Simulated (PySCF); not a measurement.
# Pb(OCH3)4: other functionals and bases at one geometry

The task here is to estimate one member of a computed series from the others.

Program: PySCF 2.14.0. Level of theory: several levels, as the steps say, no spin–orbit coupling. These are calculated values, not measurements.

3 further runs of the same task are left out: 2 for a known fault of the program, 1 that didn't finish. Runs told in other sessions of the task aren't counted.

## Where the work starts

21 atoms, charge 0, spin multiplicity 1.

Bond lengths: Pb1–O2 2.108 Å, Pb1–O7 2.108 Å, Pb1–O12 2.108 Å, Pb1–O17 2.108 Å, O2–C3 1.401 Å, C3–H4 1.106 Å, C3–H5 1.106 Å, C3–H6 1.100 Å, O7–C8 1.401 Å, C8–H9 1.106 Å, C8–H10 1.106 Å, C8–H11 1.100 Å, O12–C13 1.401 Å, C13–H14 1.106 Å, C13–H15 1.106 Å, C13–H16 1.100 Å, O17–C18 1.401 Å, C18–H19 1.106 Å and more. Angles: O2–Pb1–O7 90.0°, O2–Pb1–O12 180.0°, O2–Pb1–O17 90.0°, O7–Pb1–O12 90.0°, O7–Pb1–O17 180.0°, O12–Pb1–O17 90.0°, Pb1–O2–C3 124.0°, O2–C3–H4 109.7°, O2–C3–H5 109.7°, O2–C3–H6 113.4°, H4–C3–H5 107.9°, H4–C3–H6 108.0°, H5–C3–H6 108.0°, Pb1–O7–C8 124.0°, O7–C8–H9 109.7°, O7–C8–H10 109.7°, O7–C8–H11 113.4°, H9–C8–H10 107.9° and more.

As a file:

| atom | x (Å) | y (Å) | z (Å) |
| --- | --- | --- | --- |
| Pb1 | 0.0000 | 0.0000 | 0.0000 |
| O2 | 1.9337 | 0.8395 | 0.0000 |
| C3 | 3.1145 | 0.0849 | 0.0000 |
| H4 | 3.7163 | 0.3345 | -0.8943 |
| H5 | 3.7163 | 0.3345 | 0.8943 |
| H6 | 2.9398 | -1.0011 | 0.0000 |
| O7 | -0.8395 | 1.9337 | 0.0000 |
| C8 | -0.0849 | 3.1145 | 0.0000 |
| H9 | -0.3345 | 3.7163 | -0.8943 |
| H10 | -0.3345 | 3.7163 | 0.8943 |
| H11 | 1.0011 | 2.9398 | 0.0000 |
| O12 | -1.9337 | -0.8395 | 0.0000 |
| C13 | -3.1145 | -0.0849 | 0.0000 |
| H14 | -3.7163 | -0.3345 | -0.8943 |
| H15 | -3.7163 | -0.3345 | 0.8943 |
| H16 | -2.9398 | 1.0011 | 0.0000 |
| O17 | 0.8395 | -1.9337 | 0.0000 |
| C18 | 0.0849 | -3.1145 | 0.0000 |
| H19 | 0.3345 | -3.7163 | -0.8943 |
| H20 | 0.3345 | -3.7163 | 0.8943 |
| H21 | -1.0011 | -2.9398 | 0.0000 |

Formal oxidation states: Pb +4. An earlier session relaxed this geometry at PBE0, Pb def2-SVP with ECP60, O def2-SVP, C def2-SVP, H def2-SVP (singlet, point group C4h). Its vibrations showed it to be a saddle point, relaxed within its symmetry.

At PBE0 on the finer grid: E = -652.416840 Eh, HOMO -6.87 eV, LUMO -3.47 eV, Mulliken charge on Pb1 +1.20 e, largest force component 0.009 eV/Å. 

Levels to run: r2SCAN; BLYP; BP86; B3LYP. Hardware: 4 threads of Intel Xeon Platinum 8488C (Sapphire Rapids), shared host.

The first run:

Input file run.py (the lines that set the calculation):

```python
mol = gto.M(atom='''
Pb     0.00000     0.00000     0.00000
O      1.93370     0.83948     0.00000
C      3.11455     0.08495     0.00000
H      3.71628     0.33450    -0.89426
H      3.71628     0.33450     0.89426
H      2.93980    -1.00107     0.00000
O     -0.83948     1.93370     0.00000
C     -0.08495     3.11455     0.00000
H     -0.33450     3.71628    -0.89426
H     -0.33450     3.71628     0.89426
H      1.00107     2.93980     0.00000
O     -1.93370    -0.83948     0.00000
C     -3.11455    -0.08495     0.00000
H     -3.71628    -0.33450    -0.89426
H     -3.71628    -0.33450     0.89426
H     -2.93980     1.00107     0.00000
O      0.83948    -1.93370     0.00000
C      0.08495    -3.11455     0.00000
H      0.33450    -3.71628    -0.89426
H      0.33450    -3.71628     0.89426
H     -1.00107    -2.93980     0.00000''',
    basis={'Pb': 'def2-SVP', 'O': 'def2-SVP', 'C': 'def2-SVP', 'H': 'def2-SVP'},
    ecp={'Pb': 'def2-SVP'},
    charge=0, spin=0)
mf = dft.RKS(mol, xc='R2SCAN')
mf.grids.atom_grid = (75, 302)
mf = mf.density_fit()  # fitting sets: Pb def2-universal-JKFIT, O def2-universal-JKFIT, C def2-universal-JKFIT, H def2-universal-JKFIT
mf.conv_tol = 1e-08; mf.max_cycle = 55
mf.kernel(dm0)  # dm0: the density of the relaxed state
```

On the command line:

```sh
OMP_NUM_THREADS=4 python run.py
```

Among the steps run: r2SCAN; BLYP; BP86; B3LYP.

One table of the session follows, with a row left open; its other results are not shown here.

| level | HOMO (eV) | gap (eV) | charge on Pb1 (e) | largest force component (eV/Å) |
| --- | --- | --- | --- | --- |
| PBE0 (relaxed here) | -6.87 | 3.40 | 1.20 | 0.01 |
| r2SCAN | -5.80 | 1.71 | 1.15 | 0.25 |
| BLYP | -5.38 | 1.46 | 0.96 | 0.73 |
| BP86 | ? | ? | ? | ? |
| B3LYP | -6.62 | 2.98 | 1.13 | 0.25 |

Estimate the missing values for BP86.

The run gave: HOMO (eV): -5.62; gap (eV): 1.46; charge on Pb1 (e): 0.97; largest force component (eV/Å): 0.57. In the column «HOMO (eV)» it lies between r2SCAN (-5.80) and BLYP (-5.38).

In one basis the HOMO–LUMO gap runs from 1.46 eV (BLYP) to 3.40 eV (PBE0). The largest leftover force, 0.73 eV/Å with BLYP, stands at a geometry relaxed at another level. Total energies of different levels can't be compared.
